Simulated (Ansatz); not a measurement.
# Cl2H2Se2Ti: a ladder of functionals and wavefunction methods

An exercise on one series of results from a longer session: the logs are not shown, and one member is left open.

The runs use Ansatz 0.2.0, Gaussian basis; functionals in def2-TZVPP, the program's frozen cores in correlated methods.

Levels to be run: LDA (SPW92), PBE-D4, revPBE-D4, BLYP-D4, r2SCAN-D4, B97M-V, PBE0-D4, B3LYP-D4, r2SCANh-D4, r2SCAN0-D4, HSE06-D4, BHLYP-D4, CAM-B3LYP-D4, LC-ωPBE, ωB97X-V, ωB97M-V, B2PLYP, PBE-QIDH; CCSD(T)/def2-SVP; MP2/def2-TZVPP; MP2/def2-QZVPP; RPA on PBE.

### The geometry

The geometry comes from an earlier relaxation with PBE0-D4 in a triple-zeta def2 set; it is a stationary point, not always the lowest conformer.

SMILES `[Cl][Ti]([Cl])([SeH])[SeH]`, 7 atoms, charge 0, spin multiplicity 1.

Atoms are counted from 1 here; the program's logs count them from 0.

Bond lengths: Cl1–Ti2 2.170 Å, Ti2–Cl3 2.170 Å, Ti2–Se4 2.399 Å, Ti2–Se5 2.399 Å, Se4–H6 1.474 Å, Se5–H7 1.474 Å. Angles: Cl1–Ti2–Cl3 115.9°, Cl1–Ti2–Se4 112.4°, Cl1–Ti2–Se5 103.7°, Cl3–Ti2–Se4 103.7°, Cl3–Ti2–Se5 112.4°, Se4–Ti2–Se5 108.7°, Ti2–Se4–H6 89.3°, Ti2–Se5–H7 89.3°.

The first run:

The input, in.yaml:

```yaml
crystal:
  periodic: [false, false, false]
  atoms:
    - {symbol: Cl, position_ang: [-0.899359, -2.395076, -0.403764]}
    - {symbol: Ti, position_ang: [0.160243, -0.610394, 0.228786]}
    - {symbol: Cl, position_ang: [1.745567, -0.912976, 1.679017]}
    - {symbol: Se, position_ang: [-1.285675, 0.983379, 1.288865]}
    - {symbol: Se, position_ang: [0.967657, 0.331194, -1.824552]}
    - {symbol: H, position_ang: [-2.094548, 1.040082, 0.058064]}
    - {symbol: H, position_ang: [1.467315, 1.495890, -1.072117]}
basis:
  gaussian: {orbitals: def2-TZVPP}
hamiltonian: {xc: lda}
output: {orbitals: {seedname: orbitals}}
```

Started as:

```sh
$ ansatz run in.yaml --threads 4 --pin off --events-out ev --progress --plain --max-ram 11315MiB
```

Steps of the session up to this table: LDA; PBE-D4 (GGA); revPBE-D4 (GGA); BLYP-D4 (GGA); r2SCAN-D4 (meta-GGA); B97M-V (meta-GGA); B3LYP-D4 (hybrid); r2SCANh-D4 (hybrid); r2SCAN0-D4 (hybrid); HSE06-D4 (hybrid); BHLYP-D4 (hybrid); CAM-B3LYP-D4 (range-separated); LC-ωPBE (range-separated); ωB97X-V (range-separated); ωB97M-V (range-separated); B2PLYP (double hybrid); PBE-QIDH (double hybrid).

One of the session's tables, all rows but one given; the rest of the session is left out.

It belongs to the step «Frontier levels by functional». 

```
  functional  HOMO (eV)  LUMO (eV)  gap (eV)
 LDA (SPW92)      -6.50      -4.60      1.90
      PBE-D4      -6.34      -4.37      1.98
   revPBE-D4      -6.29      -4.29      2.00
     BLYP-D4      -6.16      -4.20      1.96
   r2SCAN-D4      -6.64      -4.33      2.31
      B97M-V      -6.66      -4.27      2.39
     PBE0-D4      -7.43      -3.44      3.98
    B3LYP-D4      -7.19      -3.64      3.55
  r2SCANh-D4          ?          ?         ?
  r2SCAN0-D4      -7.62      -3.40      4.22
    HSE06-D4      -7.04      -3.82      3.22
    BHLYP-D4      -8.35      -2.28      6.07
CAM-B3LYP-D4      -8.62      -2.35      6.27
     LC-ωPBE      -9.93      -1.38      8.55
     ωB97X-V      -9.60      -1.34      8.25
     ωB97M-V      -9.45      -1.30      8.15
```

**Question.** Estimate the row for r2SCANh-D4.

Worked estimate for «HOMO (eV)». Against the share of exact exchange, r2SCAN-D4 (0, -6.64), r2SCAN0-D4 (0.25, -7.62) give a slope of -3.92 per unit share; at 0.1 the line stands at -7.03.

The run gave: HOMO (eV): -7.03; LUMO (eV): -3.96; gap (eV): 3.07. In «HOMO (eV)» the line misses by 0.00.
